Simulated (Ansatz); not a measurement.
# GeH₂: a ladder of functionals and wavefunction methods

An exercise on one series of results from a longer session: the logs are not shown, and one member is left open.

The runs use Ansatz 0.2.0, Gaussian basis; functionals in def2-TZVPP, the program's frozen cores in correlated methods.

Plan: LDA (SPW92), PBE-D4, revPBE-D4, BLYP-D4, r2SCAN-D4, B97M-V, PBE0-D4, B3LYP-D4, r2SCANh-D4, r2SCAN0-D4, HSE06-D4, BHLYP-D4, CAM-B3LYP-D4, LC-ωPBE, ωB97X-V, ωB97M-V, B2PLYP, PBE-QIDH; CCSD(T)/def2-SVP; CCSD(T)/def2-TZVPP; CCSD(T)/def2-QZVPP; extrapolation to the limit; RPA on PBE.

### Structure used throughout

An earlier PBE0-D4 in a triple-zeta def2 set relaxation fixed the geometry.

SMILES `[GeH2]`, 3 atoms, charge 0, spin multiplicity 1.

Atoms are counted from 1 here; the program's logs count them from 0.

Bond lengths: Ge1–H2 1.594 Å, Ge1–H3 1.594 Å. Angles: H2–Ge1–H3 90.6°.

The first run:

File in.yaml:

```yaml
crystal:
  periodic: [false, false, false]
  atoms:
    - {symbol: Ge, position_ang: [-0.570072, 0.405149, -0.263665]}
    - {symbol: H, position_ang: [0.783021, 0.743579, 0.508979]}
    - {symbol: H, position_ang: [-0.212949, -1.148718, -0.245324]}
basis:
  gaussian: {orbitals: def2-TZVPP}
hamiltonian: {xc: lda}
output: {orbitals: {seedname: orbitals}}
```

Steps of the session up to this table: LDA; PBE-D4 (GGA); revPBE-D4 (GGA); BLYP-D4 (GGA); r2SCAN-D4 (meta-GGA); B97M-V (meta-GGA); PBE0-D4 (hybrid); B3LYP-D4 (hybrid); r2SCANh-D4 (hybrid); r2SCAN0-D4 (hybrid); HSE06-D4 (hybrid); BHLYP-D4 (hybrid); CAM-B3LYP-D4 (range-separated); LC-ωPBE-D4 (range-separated; the results give it without D4); ωB97X-V (range-separated); ωB97M-V (range-separated); B2PLYP (double hybrid); PBE-QIDH (double hybrid).

One table of the session follows, with a row left open; its other results are not shown here.

It belongs to the step «Orbital energies across the functionals». 

```
  functional  HOMO (eV)  LUMO (eV)  gap (eV)
 LDA (SPW92)      -5.97      -4.19      1.78
      PBE-D4      -5.87      -3.93      1.94
   revPBE-D4      -5.83      -3.82      2.01
     BLYP-D4      -5.77      -3.85      1.92
   r2SCAN-D4      -6.13      -3.78      2.36
      B97M-V      -6.12      -3.79      2.33
     PBE0-D4      -6.89      -3.03      3.87
    B3LYP-D4      -6.75      -3.30      3.45
  r2SCANh-D4      -6.51      -3.44      3.06
  r2SCAN0-D4      -7.07      -2.96      4.12
    HSE06-D4      -6.50      -3.41      3.09
    BHLYP-D4      -7.83      -2.12      5.71
CAM-B3LYP-D4      -8.19      -1.97      6.22
     LC-ωPBE      -9.46      -0.73      8.73
     ωB97X-V          ?          ?         ?
     ωB97M-V      -9.02      -1.00      8.02
```

Q: Estimate the row for ωB97X-V from the others.

As computed: HOMO (eV): -9.13; LUMO (eV): -0.86; gap (eV): 8.28. In the column «HOMO (eV)» it lies between LC-ωPBE (-9.46) and ωB97M-V (-9.02).
